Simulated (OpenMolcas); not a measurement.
# Ni: CASSCF and CASPT2 terms and fine-structure levels

Aim: the low terms and levels of Ni, with their order and spacing, then second-order correlation under several settings.

Program: OpenMolcas 26.06. Level of theory: state-averaged CASSCF and CASPT2, spin-orbit coupling by RASSI with atomic mean-field integrals. These are calculated values, not measurements, unless marked.

**1. The atom as given**

* Species: Ni (nickel, Z = 28, 28 electrons)
* Basis: ANO-RCC-VTZP [6s5p3d2f1g], 59 functions
* Scalar Hamiltonian: DKH3, point nucleus
* Inactive shells: 1s 2s 2p 3s 3p
* Active space: 10 electrons in 6 orbitals (3d 4s)
* Some configurations of this space: 3d⁸ 4s², 3d⁹ 4s, 3d¹⁰
* Orbitals: optimised for the ground-state spin in each parity, averaged over the low roots

Outer shells as boxes (Hund's rule):

3d8 4s2
```
3d [↑↓][↑↓][↑↓][↑ ][↑ ]
4s [↑↓]
```

3d9 4s
```
3d [↑↓][↑↓][↑↓][↑↓][↑ ]
4s [↑ ]
```

3d10
```
3d [↑↓][↑↓][↑↓][↑↓][↑↓]
```

Each step is its own input file, run in one work folder so that later steps find the files of earlier ones. Labels, J, g values, rates, χT and fits are worked out afterwards by a script from the matrices that RASSI stores.

**2. One- and two-electron integrals**

Contents of a.inp:

```
&GATEWAY
Coord
1

Ni 0.0 0.0 0.0
Basis=ANO-RCC-VTZP
Group=XYZ
NoMove
AngMom=0.0 0.0 0.0
AMFI
&SEWARD
Relativistic=R03O02
```

Launch:

```console
$ OMP_NUM_THREADS=1 MOLCAS_MEM=2252 MOLCAS_PROJECT=a pymolcas a.inp > a.log
```

**3. CASSCF: triplets of even parity, 15 roots**

Contents of a.inp:

```
&RASSCF
FileOrb=start.orb
Symmetry=1
Spin=3
nActEl=10 0 0
Inactive=3 6
Ras2=6 0
CIRoot=15 15 1
SDav=15
CIMx=300
Iter=120 100
PrWF=0.3
OrbListing=Nothing
MaxOrb=0
Atom
>>> COPY $Project.JobIph JOB001
```

start.orb holds the contracted functions of the basis, ordered by shell, or the orbitals of the step before.

**4. Reference wave functions, singlets of even parity, 21 roots**

Contents of a.inp:

```
&RASSCF
FileOrb=start.orb
Symmetry=1
Spin=1
nActEl=10 0 0
Inactive=3 6
Ras2=6 0
CIRoot=21 21 1
SDav=21
CIMx=300
Iter=120 100
PrWF=0.3
OrbListing=Nothing
MaxOrb=0
Atom
CIOnly
>>> COPY $Project.JobIph JOB002
```

**5. State interaction with spin-orbit coupling**

Contents of a.inp:

```
&RASSI
NrOfJobIphs=2 15 19
1 2 3 4 5 6 7 8 9 10 11 12 13 14 15
1 2 3 4 5 6 7 8 9 10 11 12 13 14 15 16 17 18 19
IphNames
JOB001
JOB002
EJob
SpinOrbit
DIPRint=1.0
SOCoupling=1000.0
Subsets=2
MEES
Property=10
'ANGMOM' 1 'ANGMOM' 2 'ANGMOM' 3 'MLTPL  1' 1 'MLTPL  1' 2 'MLTPL  1' 3
'AMFI' 1 'AMFI' 2 'AMFI' 3 'MLTPL  2' 6
SOProperty=3
'ANGMOM' 1 'ANGMOM' 2 'ANGMOM' 3
```

**6. CASPT2: IPEA 0.15, imaginary shift 0.1 (closed shells correlated: 3s 3p)**

Contents of a.inp:

```
>>> COPY JOB001 $Project.JobIph
&CASPT2
Multistate=15 1 2 3 4 5 6 7 8 9 10 11 12 13 14 15
NoMult
Frozen=2 3
IPEA=0.15
Imaginary=0.1
MaxIter=60
WThr=0.0 0.3 0.05
PrWF=0.5
NoMix
>>> COPY JOB002 $Project.JobIph
&CASPT2
Multistate=19 1 2 3 4 5 6 7 8 9 10 11 12 13 14 15 16 17 18 19
NoMult
Frozen=2 3
IPEA=0.15
Imaginary=0.1
MaxIter=60
WThr=0.0 0.3 0.05
PrWF=0.5
NoMix
```

**7. CASPT2: IPEA 0.4, imaginary shift 0.05 (closed shells correlated: 3s 3p)**

a.inp: that of step 6 with these lines changed.

```diff
@@ -5,4 +5,4 @@
 Frozen=2 3
-IPEA=0.15
-Imaginary=0.1
+IPEA=0.4
+Imaginary=0.05
 MaxIter=60
@@ -16,4 +16,4 @@
 Frozen=2 3
-IPEA=0.15
-Imaginary=0.1
+IPEA=0.4
+Imaginary=0.05
 MaxIter=60
```

**8. CASPT2: IPEA 0.2, imaginary shift 0.25 (closed shells correlated: 3s 3p)**

a.inp: that of step 7 with these lines changed.

```diff
@@ -5,4 +5,4 @@
 Frozen=2 3
-IPEA=0.4
-Imaginary=0.05
+IPEA=0.2
+Imaginary=0.25
 MaxIter=60
@@ -16,4 +16,4 @@
 Frozen=2 3
-IPEA=0.4
-Imaginary=0.05
+IPEA=0.2
+Imaginary=0.25
 MaxIter=60
```

(Steps that only read results are left out.)

**Question.** What will these runs give? Wanted: lowest level; first excited level; lowest level of another term; spin-orbit lowering of the lowest level; strongest of the lines computed, by gA.

As calculated:

| quantity | value |
| --- | --- |
| method | SS-CASPT2, IPEA 0.15, imaginary shift 0.1 (closed shells correlated: 3s 3p) |
| lowest level | 3d⁸ 4s² ³F₄, 100 % of that term, g = 1.250 |
| ground level listed by NIST | 3F4 |
| first excited level | 3d⁸ 4s² ³F₃ at 1284 cm⁻¹ |
| lowest level of another term | 3d⁹ 4s ³D₃ at 3390 cm⁻¹ |
| spin-orbit lowering of the lowest level | 967 cm⁻¹ |
| strongest of the lines computed, by gA (one parity, so forbidden lines), at SS-CASPT2 energies | 3d⁸ 4s² ¹G₄ → 3d⁸ 4s² ³F₄, 432.5 nm, A = 3.14e-01 s⁻¹ |

What each method costs and misses:

```
                                              method  time of its own steps  time with the reference  mean absolute difference from method B (cm-1)
                                           A. CASSCF                  9.9 s                    9.9 s                                           7900
B. SS-CASPT2, IPEA 0.15, imaginary shift 0.1, +3s 3p                  5.4 s                     15 s                                              0
C. SS-CASPT2, IPEA 0.4, imaginary shift 0.05, +3s 3p                  5.7 s                     16 s                                            170
D. SS-CASPT2, IPEA 0.2, imaginary shift 0.25, +3s 3p                  5.2 s                     15 s                                            310
```

Times are of one thread on a shared host.

In words: The multiplet ³F is inverted; its intervals divided by the larger J differ by 11 % of their mean, where Landé's rule for pure LS coupling makes them equal. Second-order correlation (method B) scales the levels of the lowest configuration above 5000 cm⁻¹ by 0.81 to 0.92. Only the configurations of the active space and the roots asked for are present. The singlets rest on orbitals optimised for another spin in at least one step, which raises them against the optimised states. Not all states of the active space went into the spin-orbit step. CASPT2 does not keep the components of a term degenerate, and the means are used. Configurations with different d counts are hard to place against each other, and can be off by thousands to tens of thousands of cm-1. Only valence configurations of the active space appear, up to the ionisation limit; * or ° marks odd parity.
